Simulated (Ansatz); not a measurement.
NaTeO₃, space group Pm-3m: an equation of state with a fit, run with Ansatz 0.2.0 through its Python package.

`run_eos.py`:
```python
"""Energy against volume for NaTeO3, with a fit."""

import warnings

import ansatz as az
import numpy as np
from pymatgen.analysis.eos import EOS

vectors0 = np.array([
    [4.06637, 0.0, 0.0],
    [0.0, 4.06637, 0.0],
    [0.0, 0.0, 4.06637],
])
sites = [
    ("Na", (0.0, 0.0, 0.0)),
    ("Te", (0.5, 0.5, 0.5)),
    ("O", (0.5, 0.5, 0.0)),
    ("O", (0.5, 0.0, 0.5)),
    ("O", (0.0, 0.5, 0.5)),
]


def on_lattice(cell):
    crystal = az.Crystal(lattice=az.Lattice.of(cell))
    for symbol, position in sites:
        crystal = crystal.atom(symbol, position)
    return crystal

warnings.simplefilter("ignore", az.DeckWarning)

# scale the volume, keep shape and fractions
volumes, energies = [], []
for scale in np.linspace(0.95, 1.07, 5):
    cell = vectors0 * scale ** (1 / 3)
    job = (
        on_lattice(cell).calculation()
        .basis(470)
        .functional("PBEsol")
        .pseudopotentials("paw")
        .occupations("fermi_dirac", width=0.15)
        .kpoints(6, 6, 6)
    )
    rep = job.run().report
    volumes.append(abs(np.linalg.det(cell)) / len(sites))
    energies.append(rep["free_energy_ev"] / len(sites))
    print(f"V = {volumes[-1]:8.4f} A^3/atom  F = {energies[-1]:.5f} eV/atom")

for form in ["birch_murnaghan", "pourier_tarantola", "murnaghan"]:
    fit = EOS(eos_name=form).fit(volumes, energies)
    print(f"{form:18s} V0 {fit.v0:8.4f} A^3/atom  B0 {fit.b0_GPa:7.1f} GPa  B1 {fit.b1:5.2f}")
```

Where does the minimum lie against the volume typed, and how stiff is the crystal?

A third-order Birch-Murnaghan fit through the 5 points has its minimum at 13.14 Å³ an atom, 2.3 % below the typed cell, with a bulk modulus of 146 GPa and dB/dP = 5.1. From that minimum the energy rises by 5.0 meV an atom on the compressed side and 44.7 meV on the expanded side. The window is off centre, so dB/dP is rough.

The run itself:

```console
$ python run_eos.py
V =  12.7754 A^3/atom  F = -2011.66967 eV/atom
V =  13.1788 A^3/atom  F = -2011.67463 eV/atom
V =  13.5823 A^3/atom  F = -2011.66847 eV/atom
V =  13.9857 A^3/atom  F = -2011.65307 eV/atom
V =  14.3891 A^3/atom  F = -2011.63001 eV/atom
birch_murnaghan    V0  13.1446 A^3/atom  B0   145.8 GPa  B1  5.05
pourier_tarantola  V0  13.1451 A^3/atom  B0   145.6 GPa  B1  4.84
murnaghan          V0  13.1442 A^3/atom  B0   145.9 GPa  B1  5.25
```

Notes:
- Absolute energies stand on the zero of these potentials, so only differences at equal settings mean something.
- The cell holds an odd number of electrons and is run without spin, so a magnetic state may lie lower.
- The mesh is modest for a metal, so energies can be off by several to tens of meV an atom and pressures by half a GPa or more; differences at equal mesh fare better.
- This cell is a computed structure, which may not be the phase found in nature.
- Finished in 13 s on 1 thread of Arm Neoverse V1, with other jobs on the host, peak memory 0.49 GiB.

(Lines on the test bed's own set-up are left out of the output.)
